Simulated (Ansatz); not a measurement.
This script makes cell relaxations under several functionals of YbH3, space group Fm-3m with the Ansatz DFT code, driven from Python.

Script `lattice_ybh3.py`:
```python
'''How the lattice of YbH3 depends on the functional.'''

import ansatz
import numpy as np

config = {
    'k_length': 24,
    'smearing': 'cold',
    'width_ev': 0.15,
    'tolerance': 1e-08,
    'fmax': 0.05,
}

def edges_and_angles(cell):
    cell = np.asarray(cell)
    a, b, c = np.linalg.norm(cell, axis=1)
    cosines = cell[1] @ cell[2] / (b * c), cell[0] @ cell[2] / (a * c), cell[0] @ cell[1] / (a * b)
    return (a, b, c, *np.degrees(np.arccos(cosines)))


def main() -> None:
    system = (
        ansatz.Lattice.fcc(5.20994)
        .space_group(225)
        .atom('Yb', (0.0, 0.0, 0.0))
        .atom('H', (0.25, 0.25, 0.75))
        .atom('H', (0.5, 0.0, 0.0))
        .primitive()
    )

    job = (
        system.calculation()
        .kpoints(length=config['k_length'])
        .occupations(config['smearing'], width=config['width_ev'])
        .scf(tolerance=config['tolerance'])
        .relax(cell=True, force_tolerance=config['fmax'])
    )

    levels = [('pbesol', 'none'), ('revpbe', 'd3bj'), ('r2scan', 'rvv10')]
    print('level            a       b       c    alpha   beta  gamma  V/atom  steps')
    for name, dispersion in levels:
        seen = []
        run = job.functional(name, dispersion=dispersion).session().plan()
        res = run.execute(on_event=lambda e: seen.append(e) if e['event'] == 'relax_step' else None)
        cell = res.lattice.cell_ang
        label = name if dispersion == 'none' else f'{name}+{dispersion}'
        print('{:13s} {:7.4f} {:7.4f} {:7.4f} {:6.2f} {:6.2f} {:6.2f}'.format(label, *edges_and_angles(cell)), f'{abs(np.linalg.det(cell)) / len(res.lattice.sites):7.3f} {len(seen):5d}')


if __name__ == '__main__':
    main()
```

Rank the levels of theory by the volume of the relaxed cell.

From smallest to largest: revPBE+D3BJ (7.64 Å³ an atom, -13.6 % against the start), PBEsol (7.72 Å³ an atom, -12.6 % against the start) and r2SCAN+RVV10 (7.93 Å³ an atom, -10.3 % against the start). The spread is 3.8 % in volume.

What the script printed:

`python lattice_ybh3.py` gives:
```text
level            a       b       c    alpha   beta  gamma  V/atom  steps
DeckWarning: basis.ecutwfc = 420 eV, auto-derived from the records' recommended cutoffs: set by Yb (normal level)
DeckWarning: relax.cell: scf.convergence.dr2_threshold = 1e-8 eV is looser than the 4e-10 eV advised for a relaxation that steers and ends on the stress (1e-10 eV for each atom of the cell: 4). What [...]
pbesol         3.5218  3.5218  3.5218  60.00  60.00  60.00   7.722     7
revpbe+d3bj    3.5089  3.5089  3.5089  60.00  60.00  60.00   7.637     7
DeckWarning: basis.ecutwfc = 500 eV, auto-derived from the records' recommended cutoffs: set by Yb (their level for a meta-GGA)
r2scan+rvv10   3.5526  3.5526  3.5526  60.00  60.00  60.00   7.926     7
```
(Warnings from the package without file and line, shortened.)

Semilocal functionals put the nearly full 4f shell of Yb too close to the Fermi level. Forces vanish by symmetry, so the ions can't move, and the end may be a saddle. Dispersion corrections can be off by several per cent in the lattices of metals, and by several GPa in the pressure at a fixed cell. The mesh is modest for a metal, so energies can be off by several to tens of meV an atom and pressures by half a GPa or more; differences at equal mesh fare better. Edges and angles are those of the cell as typed, here a primitive one, not of the conventional cell. This cell is a computed structure, which may not be the phase found in nature. Finished in 54 s on 1 thread of Arm Neoverse V1 (shared host), peak memory 0.58 GiB.
